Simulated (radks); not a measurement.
**Ionisation of Ag²⁺: one atom, several choices of functional**

The task here is to estimate one member of a computed series from the others.

The numbers are computed with radks (a radial shooting solver on a logarithmic mesh, Libxc functionals) version 1 (Dirac Kohn-Sham, spin-unpolarised, spherical densities, point nucleus; open shells are shared between the two j in proportion to 2j + 1), except any that are marked as measured or tabulated.

**What is computed**

| Property | Result |
| --- | --- |
| element | silver (Z = 47) |
| charge | +2 |
| electrons | 45 |
| configuration | [Kr] 4d9 |
| ion | Ag³⁺, [Kr] 4d8 |
| choices | LDA (Slater exchange, Perdew-Wang correlation); exchange-only PBE; B86b exchange with PBE correlation; Wu-Cohen GGA; OLYP; XLYP; BLYP; SOGGA; AM05 |

The outer shells:

Ag²⁺
```
[Kr] core
4d [↑↓][↑↓][↑↓][↑↓][↑ ]
```

Ag³⁺
```
[Kr] core
4d [↑↓][↑↓][↑↓][↑ ][↑ ]
```

Set-up of the first run:

Input:

```text
Z 47
configuration [Kr] 4d9
relativity Dirac
functional lda,pw
spin unpolarised
j_filling average
nucleus point
c 137.035999084
```

Among the steps run: LDA (Slater exchange, Perdew-Wang correlation): Ag²⁺; LDA (Slater exchange, Perdew-Wang correlation): Ag³⁺; exchange-only PBE: Ag²⁺; exchange-only PBE: Ag³⁺; B86b exchange with PBE correlation: Ag²⁺; B86b exchange with PBE correlation: Ag³⁺; Wu-Cohen GGA: Ag²⁺; Wu-Cohen GGA: Ag³⁺; OLYP: Ag²⁺; OLYP: Ag³⁺; XLYP: Ag²⁺; XLYP: Ag³⁺; BLYP: Ag²⁺; BLYP: Ag³⁺; SOGGA: Ag²⁺; SOGGA: Ag³⁺; AM05: Ag²⁺; AM05: Ag³⁺.

One table of the session follows, with a row left open; its other results are not shown here.

```
                                    functional  Δ-SCF (eV)  −ε(HOMO) (eV)  <r> HOMO (bohr)
LDA (Slater exchange, Perdew-Wang correlation)      36.436         28.898            1.318
                             exchange-only PBE           ?              ?                ?
            B86b exchange with PBE correlation      36.216         28.666            1.316
                                  Wu-Cohen GGA      36.200         28.652            1.315
                                          OLYP      36.288         28.688            1.309
                                          XLYP      36.116         28.583            1.321
                                          BLYP      36.080         28.547            1.321
                                         SOGGA      36.072         28.525            1.316
                                          AM05      36.172         28.623            1.315
```

Estimate the missing values for exchange-only PBE.

**Answer.** Δ-SCF (eV): 34.988; −ε(HOMO) (eV): 27.493; <r> HOMO (bohr): 1.326. In the column «Δ-SCF (eV)» it is the lowest.

Spin polarisation and multiplet splitting are left out, so open shells lie too high by an amount that depends on their filling. Sharing an open shell by 2j + 1 raises it above the true ground level by a part of the spin-orbit splitting, which enters the differences from NIST.
